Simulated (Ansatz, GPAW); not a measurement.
## A script for NaTlTe$_{2}$ (PBE in single-zeta orbitals)

These are simulated results from GPAW 26.7.0, not measurements. The cell was built from a prototype and was relaxed with r2SCAN in plane waves (Ansatz 0.2.0). It may be hypothetical. All runs are without spin polarisation.

Space group P-4m2 (No. 115), tetragonal; conventional cell a = 4.635 Å, c = 7.423 Å, 39.86 Å³ an atom. Around Na lie 4 Te at 3.06 Å; around Te lie 2 Tl at 2.88 Å and 2 Na at 3.06 Å; around Tl lie 4 Te at 2.88 Å.

The basis is minimal: single zeta, one radial function for each shell that the log's basis lists. It describes the filled bands fairly and the empty ones poorly.

run.py reads:

```python
import json
from ase import Atoms
from gpaw import GPAW, PW, FermiDirac

atoms = Atoms(['Na', 'Te', 'Tl', 'Te'],
              cell=[[4.634593, 0.0, 0.0], [0.0, 4.634593, 0.0], [0.0, 0.0, 7.422936]],
              scaled_positions=[[0.0, 0.0, 0.0], [-0.0, 0.5, 0.268571], [0.5, 0.5, 0.5], [0.5, 0.0, 0.731429]],
              pbc=True)
calc = GPAW(mode='lcao', basis='sz(dzp)', h=0.2, xc='PBE', kpts={'size': (4, 4, 2), 'gamma': True},
            occupations=FermiDirac(0.02), maxiter=100, legacy_gpaw=True, txt='gpaw.txt')
atoms.calc = calc
res = {'energy': atoms.get_potential_energy(force_consistent=True)}
res['electrons'] = calc.get_number_of_electrons()
res['k'] = calc.get_ibz_k_points().tolist()
res['levels'] = [calc.get_eigenvalues(kpt=i).tolist() for i in range(len(res['k']))]
points = [[0.0, 0.0, 0.0], [0.0, 0.5, 0.0], [0.5, 0.5, 0.0], [0.0, 0.0, 0.5], [0.0, 0.5, 0.5], [0.5, 0.5, 0.5], [0.0, 0.140625, 0.0]]
bands = calc.fixed_density(kpts=points, symmetry='off', txt='bands.txt')
res['points'] = [bands.get_eigenvalues(kpt=i).tolist() for i in range(len(points))]
json.dump(res, open('results.json', 'w'))
print('free energy (eV):', round(res['energy'], 5))
```

Command: `python run.py`. It took 12 s on 1 thread of Arm Neoverse V2, on a shared host, peak memory 0.23 GiB.

The log gpaw.txt, trimmed of paths, versions and times, then the last line on the terminal. An iter line gives the energy in eV and the logarithms of the changes of orbitals (plane waves alone) and density (c: converged):

```
___ ___ ___ _ _ _
 |   |   |_  | | | |

 | | | | | . | | | |

 |__ |  _|___|_____|  26.7.0
 |___|_|

Input parameters:
  basis: sz(dzp)
  h: 0.2
  kpts: {gamma: True,
         size: (4, 4, 2)}
  maxiter: 100
  mode: lcao
  occupations: {fixmagmom: False,
                name: fermi-dirac,
                width: 0.02}
  xc: PBE

System changes: positions, numbers, cell, pbc, initial_charges, initial_magmoms

Initialize ...

species:
  Na:
    name:    Sodium
    Z:       11.0
    valence: 7
    core:    4
    charge:  0.0  # [|e|]
    compensation charges:
      type: gauss
      rc: 0.37  # [Å]
      lmax: 2
    cutoffs:
      filter: 2.17  # [Å]
      core: 2.59  # [Å]
    projectors
    | kind |    occ | energy [eV] | rcut [Å] |

    |------|--------|-------------|----------|

    |   3s |  1.000 |      -2.744 |    1.201 |

    |   2p |  6.000 |     -28.672 |    1.217 |

    |   3p |  0.000 |      -0.743 |    1.217 |

    |    s |        |      24.468 |    1.201 |

    |    d |        |       0.000 |    1.238 |

    LCAO basis set for Na:
      Name: sz(dzp)
      Number of radial functions: 3
      Number of spherical harmonics: 7
        l=0, rc=11.4062 Bohr: 3s-sz confined orbital
        l=1, rc=3.6719 Bohr: 2p-sz confined orbital
        l=1, rc=15.9375 Bohr: 3p-sz confined orbital
      Number of RI-basis functions 0

  Te:
    name:    Tellurium
    Z:       52.0
    valence: 6
    core:    46
    charge:  0.0  # [|e|]
    compensation charges:
      type: gauss
      rc: 0.36  # [Å]
      lmax: 2
    cutoffs:
      filter: 2.09  # [Å]
      core: 3.17  # [Å]
    projectors
    | kind |    occ | energy [eV] | rcut [Å] |

    |------|--------|-------------|----------|

    |   5s |  2.000 |     -15.089 |    1.180 |

    |   5p |  4.000 |      -5.955 |    1.196 |

    |    s |        |      12.123 |    1.180 |

    |    p |        |      21.256 |    1.196 |

    |    d |        |       0.000 |    1.238 |

    LCAO basis set for Te:
      Name: sz(dzp)
      Number of radial functions: 2
      Number of spherical harmonics: 4
        l=0, rc=6.2500 Bohr: 5s-sz confined orbital
        l=1, rc=8.0156 Bohr: 5p-sz confined orbital
      Number of RI-basis functions 0

  Tl:
    name:    Thallium
    Z:       81.0
    valence: 13
    core:    68
    charge:  0.0  # [|e|]
    compensation charges:
      type: gauss
      rc: 0.38  # [Å]
      lmax: 2
    cutoffs:
      filter: 2.11  # [Å]
      core: 2.55  # [Å]
    projectors
    | kind |    occ | energy [eV] | rcut [Å] |

    |------|--------|-------------|----------|

    |   6s |  2.000 |      -9.493 |    1.212 |

    |   6p |  1.000 |      -2.379 |    1.270 |

    |   5d | 10.000 |     -15.517 |    1.191 |

    |    s |        |      17.718 |    1.212 |

    |    p |        |      24.832 |    1.270 |

    |    d |        |      11.695 |    1.191 |

    LCAO basis set for Tl:
      Name: sz(dzp)
      Number of radial functions: 3
      Number of spherical harmonics: 9
        l=0, rc=7.3438 Bohr: 6s-sz confined orbital
        l=1, rc=11.0312 Bohr: 6p-sz confined orbital
        l=2, rc=4.8750 Bohr: 5d-sz confined orbital
      Number of RI-basis functions 0

Reference energy: -924044.957637  # eV

Spin-paired calculation

Convergence criteria:
 Maximum [total energy] change in last 3 cyles: 0.0005 eV / valence electron
 Maximum integral of absolute [dens]ity change: 0.0001 electrons / valence electron
 Maximum integral of absolute [eigenst]ate change: 4e-08 eV^2 / valence electron
 Maximum number of scf [iter]ations: 100
 (Square brackets indicate name in SCF output, whereas a 'c' in
 the SCF output indicates the quantity has converged.)

Symmetries present (total): 8

  ( 1  0  0)  ( 1  0  0)  ( 0  1  0)  ( 0  1  0)  ( 0 -1  0)  ( 0 -1  0)
  ( 0  1  0)  ( 0 -1  0)  ( 1  0  0)  (-1  0  0)  ( 1  0  0)  (-1  0  0)
  ( 0  0  1)  ( 0  0  1)  ( 0  0 -1)  ( 0  0 -1)  ( 0  0 -1)  ( 0  0 -1)

  (-1  0  0)  (-1  0  0)
  ( 0  1  0)  ( 0 -1  0)
  ( 0  0  1)  ( 0  0  1)

32 k-points: 4 x 4 x 2 Monkhorst-Pack grid + [1/8,1/8,1/4]
12 k-points in the irreducible part of the Brillouin zone
       k-points in crystal coordinates                weights
   0:     0.00000000    0.00000000    0.00000000          1/32
   1:     0.00000000    0.00000000    0.50000000          1/32
   2:     0.25000000    0.00000000    0.00000000          4/32
   3:     0.25000000    0.00000000    0.50000000          4/32
   4:     0.25000000    0.25000000    0.00000000          4/32
   5:     0.25000000    0.25000000    0.50000000          4/32
   6:     0.50000000    0.00000000    0.00000000          2/32
   7:     0.50000000    0.00000000    0.50000000          2/32
   8:     0.50000000    0.25000000    0.00000000          4/32
   9:     0.50000000    0.25000000    0.50000000          4/32
          ...
  11:     0.50000000    0.50000000    0.50000000          1/32

Wave functions: LCAO
  Diagonalizer: Serial LAPACK
  Atomic Correction: dense with blas
  Data-type: complex

Occupation numbers: Fermi-Dirac:
  width: 0.0200  # eV

Eigensolver
   LCAO using direct dense diagonalizer

Densities:
  Coarse grid: 24*24*36 grid
  Fine grid: 48*48*72 grid
  Total Charge: 0.000000

Density mixing:
  Method: separate
  Backend: msr1
  Linear mixing parameter: 0.05
  old densities: 10
  Width of damping distribution: 1.1
  Damping of long wavelength oscillations: 20

Hamiltonian:
  XC and Coulomb potentials evaluated on a 48*48*72 grid
  Using the PBE Exchange-Correlation functional
  Interpolation: tri-quintic (5. degree polynomial)
  Poisson solver: FastPoissonSolver using
    Stencil: 6*3+1=19 point O(h^6) finite-difference Laplacian
    FFT axes: [np.int64(0), np.int64(1), np.int64(2)]
    FST axes: []

XC parameters: PBE with 2 nearest neighbor stencil

Memory estimate:
  Process memory now: 130.21 MiB
  Calculator: 44.27 MiB
    Density: 26.22 MiB
      Arrays: 4.11 MiB
      Localized functions: 18.95 MiB
      Mixer: 3.16 MiB
    Hamiltonian: 3.95 MiB
      Arrays: 2.69 MiB
      XC: 0.00 MiB
      Poisson: 0.00 MiB
      vbar: 1.26 MiB
    Wavefunctions: 14.10 MiB
      C [qnM]: 0.11 MiB
      S, T [2 x qmm]: 0.21 MiB
      P [aqMi]: 0.02 MiB
      BasisFunctions: 13.77 MiB
      Eigensolver: 0.00 MiB

Total number of cores used: 1

Number of atoms: 4
Number of atomic orbitals: 24
Number of bands in calculation: 24
Number of valence electrons: 32
Bands to converge: occupied

... initialized

Initializing position-dependent things.

Density initialized from atomic densities
    .----------.
   /|          |

  / |          |

 *  |          |

 |  |          |

 |  | Te       |

 |  |   Tl     |

 |  |          |

 |Te|          |

 |  .----------.
 | /          /
 |/          /
 Na---------*
Positions:
   0 Na     0.000000    0.000000    0.000000    ( 0.0000,  0.0000,  0.0000)
   1 Te     0.000000    2.317296    1.993585    ( 0.0000,  0.0000,  0.0000)
   2 Tl     2.317296    2.317296    3.711468    ( 0.0000,  0.0000,  0.0000)
   3 Te     2.317296    0.000000    5.429351    ( 0.0000,  0.0000,  0.0000)

Unit cell:
           periodic     x           y           z      points  spacing
  1. axis:    yes    4.634593    0.000000    0.000000    24     0.1931
  2. axis:    yes    0.000000    4.634593    0.000000    24     0.1931
  3. axis:    yes    0.000000    0.000000    7.422936    36     0.2062

  Lengths:   4.634593   4.634593   7.422936
  Angles:   90.000000  90.000000  90.000000

Effective grid spacing dv^(1/3) = 0.1974

iter:   1   -10.025906        c
iter:   2    -9.975129        c -1.26
iter:   3    -9.707984        c -1.29
iter:   4    -9.701871        c -2.01
iter:   5    -9.701706c       c -2.68
iter:   6    -9.701718c       c -3.30
iter:   7    -9.701713c       c -4.33c

Converged after 7 iterations.

Energy contributions relative to reference atoms: (reference = -924044.957637)

Kinetic:        +84.078311
Potential:      -77.593964
External:        +0.000000
XC:             -16.391413
Entropy (-ST):   -0.002124
Local:           +0.206416
SIC:             +0.000000
--------------------------
Free energy:     -9.702776
Extrapolated:    -9.701713

Showing only first 2 kpts
 Kpt  Band  Eigenvalues  Occupancy
  0    14      2.04499    1.95142
  0    15      2.04499    1.95142
  0    16      2.14145    0.48851
  0    17      5.11257    0.00000

  1    14      1.88622    1.99998
  1    15      1.88622    1.99998
  1    16      3.22750    0.00000
  1    17      4.92876    0.00000

Fermi level: 2.11886

Gap: 0.090 eV
Transition (v -> c):
  (s=0, k=2, n=15, [0.25, 0.00, 0.00]) -> (s=0, k=0, n=16, [0.00, 0.00, 0.00])
Direct/indirect transitions are different
Direct gap: 0.096 eV
Transition at: (s=0, k=0, n=15, [0.00, 0.00, 0.00])

free energy (eV): -9.70278
```

The gap in the log is over the mesh alone; results.json adds the listed points. PBE in single-zeta orbitals gives a gap of 0.09 eV. On the same cell, plane-wave PBE (Ansatz, 6×6×4 k points and the special points) gives a gap of 0.07 eV and r2SCAN a gap of 0.31 eV; on shared hosts these took about 14 and 30 core-seconds on the 4-atom cell, against 12 for the script. Spin-orbit coupling, left out in all these runs, can cut or reorder the gap by tenths of an eV, up to about 1 eV with Pb or Bi.

Spin-orbit coupling is left out; in compounds of Pb, Bi, Tl or Hg it can lower a gap by up to about 1 eV, split its edges or invert the bands.
